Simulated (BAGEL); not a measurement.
**SiSCl3 (SMILES [S][Si](Cl)(Cl)Cl) at UHF/3-21G (density fitting with qzvpp-jkfit)**

Aim: the vertical ionisation energy of SiSCl3 at UHF/3-21G (density fitting with qzvpp-jkfit), from 2 runs. 

Program for the calculation: BAGEL 1.2.2.

## 1. Starting point

SiSCl3: 5 atoms, total charge 0, spin state doublet. SMILES: `[S][Si](Cl)(Cl)Cl`. Geometry: relaxed at PBE0-D4/def2-TZVP.

Bond lengths: S1–Si2 2.097 Å, Si2–Cl3 2.032 Å, Si2–Cl4 2.029 Å, Si2–Cl5 2.029 Å. Angles: S1–Si2–Cl3 104.2°, S1–Si2–Cl4 112.6°, S1–Si2–Cl5 112.6°, Cl3–Si2–Cl4 110.0°, Cl3–Si2–Cl5 110.0°, Cl4–Si2–Cl5 107.4°.

## 2. A single-point energy at UHF/3-21G (density fitting with qzvpp-jkfit)

calc.json

```json
{ "bagel" : [

{
  "title" : "molecule",
  "basis" : "3-21g",
  "df_basis" : "qzvpp-jkfit",
  "angstrom" : true,
  "geometry" : [
    { "atom" : "S", "xyz" : [   -0.957700,   -0.126000,    1.840700 ] },
    { "atom" : "Si", "xyz" : [   -0.006600,    0.003700,   -0.023700 ] },
    { "atom" : "Cl", "xyz" : [    1.606400,   -1.219400,    0.152100 ] },
    { "atom" : "Cl", "xyz" : [   -1.189600,   -0.622700,   -1.548800 ] },
    { "atom" : "Cl", "xyz" : [    0.597500,    1.890800,   -0.461700 ] }
  ]
},
{ "title" : "uhf", "nopen" : 1 },
{ "title" : "print", "file" : "orbitals.molden", "orbitals" : true }

]}
```

Run with:

```sh
BAGEL_NUM_THREADS=1 BAGEL calc.json > calc.out
```

Standard output:

```text
* using 1 threads per process

  ===============================================================
  ===============================================================

  *** Geometry ***

  { "atom" : "S", "xyz" : [     -1.809791,     -0.238105,      3.478419 ] },
  { "atom" : "Si", "xyz" : [     -0.012472,      0.006992,     -0.044787 ] },
  { "atom" : "Cl", "xyz" : [      3.035656,     -2.304332,      0.287427 ] },
  { "atom" : "Cl", "xyz" : [     -2.248018,     -1.176732,     -2.926808 ] },
  { "atom" : "Cl", "xyz" : [      1.129111,      3.573094,     -0.872487 ] },

  Number of auxiliary basis functions:      640

  Since a DF basis is specified, we compute 2- and 3-index integrals:
    o Being stored without compression. Storage requirement is 0.022 GB

  Number of basis functions:       65
  Number of electrons      :       81

    * METHOD: MOLECULE                             0.25

  *** Open-shell HF ***

  === Nuclear Repulsion ===
   509.3562291418

      * DIIS with orbital gradients will be used.

  === UHF iteration (3-21g) ===
      0      -2054.85169134          0.02011421           0.18
      1      -2054.94683657          0.00831683           0.18
      2      -2054.95984270          0.00317208           0.20
      3      -2054.96210125          0.00037885           0.19
      4      -2054.96225080          0.00008954           0.19
      5      -2054.96226534          0.00005710           0.21
      6      -2054.96227435          0.00003149           0.21
      7      -2054.96227644          0.00001589           0.20
      8      -2054.96227680          0.00000372           0.18
      9      -2054.96227687          0.00000120           0.19
     10      -2054.96227691          0.00000037           0.19
     11      -2054.96227692          0.00000013           0.18
     12      -2054.96227692          0.00000007           0.19
     13      -2054.96227692          0.00000003           0.19
     14      -2054.96227692          0.00000002           0.19
     15      -2054.96227692          0.00000002           0.18
     16      -2054.96227692          0.00000002           0.19
     17      -2054.96227692          0.00000002           0.20
     18      -2054.96227692          0.00000002           0.20
     19      -2054.96227692          0.00000002           0.18
     20      -2054.96227692          0.00000002           0.19
     21      -2054.96227692          0.00000001           0.18
    * SCF iteration converged.

    * S^2 (UHF) is 0.7531

    * Permanent dipole moment:
           (    0.229133,    -0.040465,    -0.282915) a.u.

    * METHOD: UHF                                  4.33

    * METHOD: PRINT                                0.00

  ===============================================================
```

It took 4.8 s on 1 thread of Intel Xeon 6975P-C (Granite Rapids), shared host; peak memory 0.14 GiB.

## 3. The singlet cation

input.json

```json
{ "bagel": [

{
  "title": "molecule",
  "basis": "3-21g",
  "df_basis": "qzvpp-jkfit",
  "angstrom": true,
  "geometry": [
    { "atom": "S", "xyz": [   -0.957700,   -0.126000,    1.840700 ] },
    { "atom": "Si", "xyz": [   -0.006600,    0.003700,   -0.023700 ] },
    { "atom": "Cl", "xyz": [    1.606400,   -1.219400,    0.152100 ] },
    { "atom": "Cl", "xyz": [   -1.189600,   -0.622700,   -1.548800 ] },
    { "atom": "Cl", "xyz": [    0.597500,    1.890800,   -0.461700 ] }
  ]
},
{ "title": "hf", "charge": 1 },
{ "title": "print", "file": "orbitals.molden", "orbitals": true }

]}
```

Run with:

```sh
BAGEL_NUM_THREADS=1 BAGEL input.json > input.out
```

Standard output:

```text
* using 1 threads per process

  ===============================================================
  ===============================================================

  *** Geometry ***

  { "atom" : "S", "xyz" : [     -1.809791,     -0.238105,      3.478419 ] },
  { "atom" : "Si", "xyz" : [     -0.012472,      0.006992,     -0.044787 ] },
  { "atom" : "Cl", "xyz" : [      3.035656,     -2.304332,      0.287427 ] },
  { "atom" : "Cl", "xyz" : [     -2.248018,     -1.176732,     -2.926808 ] },
  { "atom" : "Cl", "xyz" : [      1.129111,      3.573094,     -0.872487 ] },

  Number of auxiliary basis functions:      640

  Since a DF basis is specified, we compute 2- and 3-index integrals:
    o Being stored without compression. Storage requirement is 0.022 GB

  Number of basis functions:       65
  Number of electrons      :       81

    * METHOD: MOLECULE                             0.25

  *** RHF ***

  === Nuclear Repulsion ===
   509.3562291418

      * DIIS with orbital gradients will be used.

  === RHF iteration (3-21g) ===
      0      -2054.33649864          0.01237271           0.10
      1      -2054.47444734          0.00638534           0.09
      2      -2054.50877387          0.00089072           0.09
      3      -2054.51013714          0.00037795           0.10
      4      -2054.51044192          0.00016220           0.10
      5      -2054.51051782          0.00006336           0.12
      6      -2054.51053105          0.00002374           0.13
      7      -2054.51053283          0.00001199           0.11
      8      -2054.51053329          0.00000846           0.12
      9      -2054.51053360          0.00000572           0.09
     10      -2054.51053378          0.00000271           0.10
     11      -2054.51053381          0.00000093           0.09
     12      -2054.51053381          0.00000037           0.10
     13      -2054.51053381          0.00000018           0.09
     14      -2054.51053381          0.00000008           0.09
     15      -2054.51053381          0.00000005           0.09
     16      -2054.51053381          0.00000003           0.09
     17      -2054.51053381          0.00000002           0.09
     18      -2054.51053381          0.00000002           0.09
     19      -2054.51053381          0.00000001           0.09
    * SCF iteration converged.

    * Permanent dipole moment:
           (    1.121353,     0.158041,    -2.209732) a.u.

    * METHOD: HF                                   2.14

    * METHOD: PRINT                                0.00

  ===============================================================
```

Run time: 2.6 s. Hardware: 1 thread of Intel Xeon 6975P-C (Granite Rapids), shared host; peak memory 0.14 GiB.

## 4. Outcome

At UHF/3-21G (density fitting with qzvpp-jkfit):

```
                                          quantity           value
                      doublet SiSCl3: total energy  -2054.96228 Eh
                     doublet SiSCl3: dipole moment          0.93 D
                              doublet SiSCl3: ⟨S²⟩           0.753
                      singlet cation: total energy  -2054.51053 Eh
                       singlet cation: HOMO energy       -18.11 eV
                       singlet cation: LUMO energy       -10.92 eV
                     singlet cation: HOMO–LUMO gap         7.19 eV
vertical ionisation energy (to the singlet cation)       12.293 eV
```

**Reading.** Removing an electron at fixed nuclei costs 12.29 eV (1186 kJ/mol). Only the singlet of the ionised species was computed; a triplet could lie lower.
